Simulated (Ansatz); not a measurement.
# GeH+ (singlet): from Hartree-Fock to the top rungs at distance Ge1–H2 = 2.959 Å, cc-pVQZ

How much of the correlation energy of GeH+ (singlet) does each wave-function method recover here?

Method: cc-pVQZ, core rule «outside noble gas», up to 14 orbitals frozen; program: Ansatz 0.2.0, Gaussian basis.

Plan: UHF; CCSD(T) on RHF; CCSD(T) on UHF; BCCD(T) on RHF; CCSDT(Q) on RHF; CCSDT(Q) on UHF; CASSCF and NEVPT2, 4 electrons in 5 orbitals; Full CI.

21 further runs of the same task are left out: 15 that didn't finish, 6 set aside as unsound or not needed.

## Step 1: The geometry

The geometry derives from a PBE0/def2-TZVP stationary point (not a proven minimum). One bond is set to the value named and the two fragments are kept rigid. No spin-orbit coupling is included. The filled d shell of Ge may be among the frozen orbitals whatever the setting's name suggests; the logs give the count.

2 atoms, charge 1, spin multiplicity 1.

Atoms are counted from 1 here; the program's logs count them from 0.

No contacts short enough for the rule that draws bonds.

## Step 2: UHF

in.yaml reads:

```yaml
crystal:
  periodic: [false, false, false]
  atoms:
    - {symbol: Ge, position_ang: [0.000000, 0.000000, 0.000000]}
    - {symbol: H, position_ang: [0.000000, 0.000000, 2.959000]}
basis:
  gaussian: {orbitals: cc-pVQZ}
total_charge: 1
magnetization: {spin_polarized: true, initial_magnetization: 0}
hamiltonian: {xc: hf}
output: {orbitals: {seedname: orbitals}}
```

Started as:

```bash
ansatz run in.yaml --threads 1 --pin off --events-out ev --progress --plain --max-ram 2393MiB
```

After this run come: CCSD(T) on RHF; CCSD(T) on UHF; BCCD(T) on RHF; CCSDT(Q) on RHF; CCSDT(Q) on UHF; CASSCF and NEVPT2, 4 electrons in 5 orbitals; Full CI.

Q: Predict the results of all the runs planned. Wanted: FCI below the RHF energy; RMP2 from FCI; UMP2 from FCI; RCCSD from FCI; RCCSD(T) from FCI; UCCSD(T) from FCI; RCCSDT(Q) from FCI; UCCSDT(Q) from FCI; NEVPT2 valence from FCI.

The runs gave:

| quantity | value |
| --- | --- |
| FCI below the RHF energy | -3.7192 eV |
| RMP2 from FCI | +30.71 kcal/mol |
| UMP2 from FCI | +15.79 kcal/mol |
| RCCSD from FCI | +4.13 kcal/mol |
| RCCSD(T) from FCI | +0.27 kcal/mol |
| UCCSD(T) from FCI | +2.82 kcal/mol |
| RCCSDT(Q) from FCI | 0.00 kcal/mol |
| UCCSDT(Q) from FCI | +0.10 kcal/mol |
| NEVPT2 valence from FCI | +5.33 kcal/mol |
| levels within 1 kcal/mol (43 meV) | RCCSD(T), BCCD(T), RCCSDT, UCCSDT, RCCSDT(Q), UCCSDT(Q) |
| T1 diagnostic | 0.045 |
| effectively unpaired electrons | 1.00 |

In words: RCCSD(T) lands +0.27 kcal/mol from the yardstick (0.3 % of the correlation energy). CCSD(T) misses by +0.27 kcal/mol on the restricted determinant and by +2.82 kcal/mol on the unrestricted one; the two need not hold the same state or core. With 1.0 effectively unpaired electrons against 0 the state is strongly multireference. Coupled cluster on one determinant still stays close here. These misses are within one basis, not against nature.
